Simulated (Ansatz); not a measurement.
# Ru: one contact scaled

An exercise on one series of results from a longer session: the logs are not shown, and one member is left open.

Program: Ansatz 0.2.0. Level of theory: DFT r²SCAN, with the methods named in each step. These are calculated values, not measurements.

2 further runs of the same task are left out: 2 that didn't finish.

**The starting structure**

It takes space group Fd-3m (No. 227, cubic). The conventional cell has a = 5.164 Å, b = 5.164 Å, c = 5.164 Å, α = 90.00°, β = 90.00°, γ = 90.00°. Ru (site symmetry -43m) is surrounded by 4 Ru at 2.24 Å.

Structure file:

```
CELL_PARAMETERS angstrom
0.00000 2.58183 2.58183
2.58183 0.00000 2.58183
2.58183 2.58183 0.00000
ATOMIC_POSITIONS crystal
Ru 0.87500 0.87500 0.87500
Ru 0.12500 0.12500 0.12500
```

Atoms are numbered in the order of the input: Ru1, Ru2.

Set-up of the first run:

File input.yaml:

```yaml
crystal:
  lattice:
    - [0.0, 2.5818259214, 2.5818259214]
    - [2.5818259214, 0.0, 2.5818259214]
    - [2.5818259214, 2.5818259214, 0.0]
  atoms:
    - { symbol: Ru, position: [-0.125, -0.125, -0.125] }
    - { symbol: Ru, position: [0.125, 0.125, 0.125] }
kpoints:
  mp_grid: { grid: [10, 10, 10] }
scf:
  occupations: { method: fermi_dirac, width: 0.05 }
hamiltonian:
  xc: r2scan
  pseudopotentials: { kind: paw }
output:
  forces: true
  stress: true
  eigenvalues: true
  efg: { contact_densities: true }
  populations: true
  write_density: true
  write_potential: true
  elf: true
  volumetric_format: npy
```

On the command line:

```sh
ansatz run input.yaml --threads 1 --pin off --max-ram 2048MiB --backend cpu --events-out ev --progress --plain --runs-dir out
```

Steps of the session up to this table: Shortest bond scaled by 1, PAW; Shortest bond scaled by 0.94, PAW; Shortest bond scaled by 0.88, PAW; Shortest bond scaled by 0.64, PAW; Shortest bond scaled by 0.58, PAW; Shortest bond scaled by 0.58, PAW (source ansatz).

One table of the session follows, with a row left open; its other results are not shown here.

| method | length (Å) | F from the given length (eV/cell) | force along the bond (eV/Å) | pressure (GPa) | largest force (eV/Å) |
| --- | --- | --- | --- | --- | --- |
| PAW | 1.297 | 45.474 | 247.062 | 513.34 | 247.062 |
| PAW | 1.431 | 21.884 | 119.500 | 281.46 | 119.500 |
| PAW | 1.968 | ? | ? | ? | ? |
| PAW | 2.102 | 0.193 | 2.911 | 36.85 | 2.911 |
| PAW | 2.236 | 0.000 | 0.000 | 35.09 | 0.000 |
| PAW (source ansatz) | 1.297 | – | 219.360 | 459.57 | 219.360 |

Q: Estimate the row for PAW, 1.968 from the others.

As computed: F from the given length (eV/cell): 0.840; force along the bond (eV/Å): 7.029; pressure (GPa): 43.58; largest force (eV/Å): 7.029.

Limits of these values: Warnings in the runs' records: gradients without spin orbit.
